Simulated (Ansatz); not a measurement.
Write a Python script for Ansatz 0.2.0 through its Python package that makes harmonic frequencies at the relaxed geometry of F2GeH4OSi, SMILES [F][GeH]([F])[O][SiH3]. Settings (for the species named): CAM-B3LYP, def2-SVP basis, multiplicity 1.

```xyz
9

F     2.5574   -1.7118   -0.0216
Ge    1.3122   -0.3844    0.0519
F     1.7520    0.9130   -1.0543
O    -0.2104   -1.0215   -0.4290
Si   -1.4102    0.2151   -0.1097
H     1.2695    0.1727    1.5058
H    -1.0582    1.4252   -0.8735
H    -2.7213   -0.2136   -0.4733
H    -1.4024    0.5590    1.3866
```

`run_freq.py`
```python
'''Vibrations of F2GeH4OSi.'''

import itertools
import warnings

import ansatz as az
from ase import Atoms
from ase.data import atomic_numbers, covalent_radii
from ase.thermochemistry import IdealGasThermo
import numpy as np

SETTINGS = {
    'basis': 'def2-SVP',
    'functional': 'CAM-B3LYP',
}

warnings.simplefilter('ignore', az.DeckWarning)

geometry_ang = [
    ('F', (2.5574, -1.7118, -0.0216)),
    ('Ge', (1.3122, -0.3844, 0.0519)),
    ('F', (1.752, 0.913, -1.0543)),
    ('O', (-0.2104, -1.0215, -0.429)),
    ('Si', (-1.4102, 0.2151, -0.1097)),
    ('H', (1.2695, 0.1727, 1.5058)),
    ('H', (-1.0582, 1.4252, -0.8735)),
    ('H', (-2.7213, -0.2136, -0.4733)),
    ('H', (-1.4024, 0.559, 1.3866)),
]
f2geh4osi = az.Crystal.molecule()
for symbol, xyz in geometry_ang:
    f2geh4osi = f2geh4osi.atom(symbol, xyz)

setup = f2geh4osi.calculation()
setup = setup.basis(gaussian=SETTINGS['basis'])
setup = setup.functional(SETTINGS['functional'])
symbols = [site.symbol for site in f2geh4osi.cartesian_sites]
start = np.array([site.position_ang for site in f2geh4osi.cartesian_sites], dtype=float)
summary = setup.relax(force_tolerance=0.003, max_steps=100).run(threads=1).report
end = np.array(summary['positions_ang'])

# pairs closer than 1.2 times the sum of covalent radii, before or after
radius = [covalent_radii[atomic_numbers[s]] for s in symbols]
span = lambda where, i, j: np.linalg.norm(where[i] - where[j])
bonded = [(i, j) for i, j in itertools.combinations(range(len(symbols)), 2) if min(span(start, i, j), span(end, i, j)) < 1.2 * (radius[i] + radius[j])]
print('pair        before    after (A)')
for i, j in bonded:
    print(f'{symbols[i]}{i}-{symbols[j]}{j}'.ljust(10), f'{span(start, i, j):8.4f} {span(end, i, j):8.4f}')

# same settings at the minimum
minimum = az.Crystal.molecule()
for symbol, place in zip(symbols, end):
    minimum = minimum.atom(symbol, place.tolist())
vibrating = (
    minimum.calculation()
    .basis(gaussian=SETTINGS['basis'])
    .functional(SETTINGS['functional'])
    .phonons(temperatures=(200, 600, 100))
)
vib = vibrating.run(threads=1).report['vibrations']
sums = vib['harmonic_sums']
modes = [m['omega_inv_cm'] for m in sums['modes_at_gamma'] if m['rigid_motion'] == 'no']
for number, w in enumerate(modes, start=1):
    print(f'mode {number:2d} {w:9.1f} 1/cm {w / 8065.544 * 1000:8.2f} meV')
print('imaginary modes:', sum(w < 0 for w in modes), ' zero-point energy:', round(sums['zero_point_energy_ev'], 4), 'eV')
# rigid rotor and ideal gas, symmetry number taken as one
gas = IdealGasThermo(vib_energies=[w / 8065.544 for w in modes if w > 0], geometry='linear' if len(modes) == 3 * len(symbols) - 5 else 'nonlinear',
                     atoms=Atoms(symbols, positions=end), symmetrynumber=1, spin=0.0)
print(f'H(298 K) - E = {gas.get_enthalpy(298.15, verbose=False):.4f} eV')
print(f'S(298 K, 1 bar) = {96485.33 * gas.get_entropy(298.15, 1e5, verbose=False):.1f} J/(mol K) with symmetry number 1')
```

```console
$ python run_freq.py
pair        before    after (A)
F0-Ge1       1.8215   1.7190
Ge1-F2       1.7608   1.7177
Ge1-O3       1.7191   1.7276
Ge1-H5       1.5576   1.5136
O3-Si4       1.7523   1.6705
Si4-H6       1.4736   1.4869
Si4-H7       1.4265   1.4857
Si4-H8       1.5353   1.4838
mode  1      28.0 1/cm     3.47 meV
mode  2      44.2 1/cm     5.47 meV
mode  3      79.8 1/cm     9.89 meV
mode  4     236.8 1/cm    29.36 meV
mode  5     246.0 1/cm    30.50 meV
mode  6     299.2 1/cm    37.09 meV
mode  7     533.4 1/cm    66.13 meV
mode  8     723.9 1/cm    89.75 meV
mode  9     736.0 1/cm    91.25 meV
mode 10     741.7 1/cm    91.95 meV
mode 11     749.3 1/cm    92.90 meV
mode 12     756.1 1/cm    93.74 meV
mode 13     766.4 1/cm    95.02 meV
mode 14     965.6 1/cm   119.72 meV
mode 15     970.8 1/cm   120.36 meV
mode 16    1000.0 1/cm   123.99 meV
mode 17    1057.1 1/cm   131.07 meV
mode 18    2264.5 1/cm   280.76 meV
mode 19    2269.5 1/cm   281.38 meV
mode 20    2280.5 1/cm   282.75 meV
mode 21    2293.3 1/cm   284.33 meV
imaginary modes: 0  zero-point energy: 1.1804 eV
H(298 K) - E = 1.4151 eV
S(298 K, 1 bar) = 382.6 J/(mol K) with symmetry number 1
```

Caveats:
- The frequencies are harmonic and unscaled, in a modest basis. The result belongs to the one conformer reached from this start, and soft torsions count as harmonic oscillators.
- The entropy takes a symmetry number of 1; a symmetric molecule's is lower by R ln(sigma).
- It ran for 15 min on 1 thread of Arm Neoverse N1 (shared host), peak memory 0.45 GiB.

(A comment or docstring line of the script was reworded after the run, the code is as it ran; lines on the test bed's own set-up are left out of the output.)
